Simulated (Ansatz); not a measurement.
**AlCl2HO: ladder of methods at one geometry**

How do the methods compare on AlCl2HO, in result and in cost? Aim: a ladder of methods at one geometry, for AlCl2HO, run from a script.

All numbers are computed with Ansatz 0.2.0 through its Python package. The levels of theory stand in the script.

## (1) The structure

Bond lengths: O1–Al2 1.792 Å, Al2–Cl3 2.183 Å, Al2–Cl4 2.165 Å, O1–H5 0.992 Å. Angles: O1–Al2–Cl3 118.8°, O1–Al2–Cl4 121.9°, Cl3–Al2–Cl4 119.3°, Al2–O1–H5 107.2°.

The script holds or builds the structure itself.

## (2) The code

methods_alcl2ho.py

```python
# -*- coding: utf-8 -*-
"""One geometry of AlCl2HO, method by method."""

import ansatz as az

config = {
    "basis": "cc-pVDZ",
}

geometry_ang = [
    ("O", [-0.1954, 1.396, 0.352]),
    ("Al", [-0.1352, -0.3738, 0.0748]),
    ("Cl", [1.1911, -1.5867, 1.314]),
    ("Cl", [-1.2639, -1.3227, -1.5106]),
    ("H", [0.4533, 1.8135, -0.2716]),
]
system = az.Crystal.molecule()
for symbol, xyz in geometry_ang:
    system = system.atom(symbol, xyz)

job = system.calculation().basis(gaussian=config["basis"])

methods = ["mp2", "ccsd", "ccsd_t"]
reports = [job.correlation(m).run(threads=1, backend="cpu").report for m in methods]
print(f"Hartree-Fock reference {reports[0]['reference_energy_ev'] / 27.211386246:.6f} Ha")
best = reports[-1]["free_energy_ev"] - reports[-1]["reference_energy_ev"]
for method, each in zip(methods, reports):
    gained = each["free_energy_ev"] - each["reference_energy_ev"]
    print(f"{method:8s} total {each['free_energy_ev'] / 27.211386246:.6f} Ha  correlation {gained:9.4f} eV  ({100 * gained / best:.1f} % of the last)")
```

## (3) What the engine is handed

The engine receives this input (first run):

```yaml
crystal:
  periodic: [false, false, false]
  atoms:
    - { symbol: O, position_ang: [-0.1954, 1.396, 0.352] }
    - { symbol: Al, position_ang: [-0.1352, -0.3738, 0.0748] }
    - { symbol: Cl, position_ang: [1.1911, -1.5867, 1.314] }
    - { symbol: Cl, position_ang: [-1.2639, -1.3227, -1.5106] }
    - { symbol: H, position_ang: [0.4533, 1.8135, -0.2716] }
basis:
  gaussian:
    orbitals: cc-pVDZ
correlation:
  method: mp2
```

## (4) The run

Launch:

```bash
> python methods_alcl2ho.py
```

Log:

```text
Hartree-Fock reference -1236.562099 Ha
mp2      total -1237.078180 Ha  correlation  -14.0433 eV  (92.8 % of the last)
ccsd     total -1237.106365 Ha  correlation  -14.8102 eV  (97.9 % of the last)
ccsd_t   total -1237.118273 Ha  correlation  -15.1343 eV  (100.0 % of the last)
```

Run time: 3 s. Hardware: 1 thread of AMD EPYC 9R45 (Zen 5), shared host; peak memory 0.24 GiB.

## (5) Inputs of later runs

The engine's inputs for the other runs:

Run 2, against run 1:

```diff
@@ -13 +13 @@
-  method: mp2
+  method: ccsd
```

Run 3, against run 1:

```diff
@@ -13 +13 @@
-  method: mp2
+  method: ccsd_t
```

## (6) The engine's runs

From the records of these 3 runs:

```
run  method  energy (eV)  iterations in all  CPU time (s)
  1     mp2  -33662.6122                 11          0.47
  2    ccsd  -33663.3791                 17             1
  3  ccsd_t  -33663.7032                 17           1.2
```

Correlation energies (total less mean field):

```
method  correlation (eV)  share of the last  miss against the last (eV)  CPU time (s)
   mp2           -14.043             92.8 %                      +1.091          0.47
  ccsd           -14.810             97.9 %                      +0.324             1
ccsd_t           -15.134            100.0 %                      +0.000           1.2
```

## (7) Outcome

```
                    quantity       value
               runs compared           3
correlation energy, last run  -15.134 eV
```

What this shows: mp2 catches 93 % of the correlation energy of ccsd_t. The geometry is a force-field or estimated start, not a minimum of this method, and the basis set is short of its limit. A lower total doesn't mark the better method: functionals have no common bound, and MP2 and coupled cluster aren't variational. Inner cores stay frozen, so this is valence correlation. For Al to Cl the sets with a tight d function, cc-pV(X+d)Z, are usual.
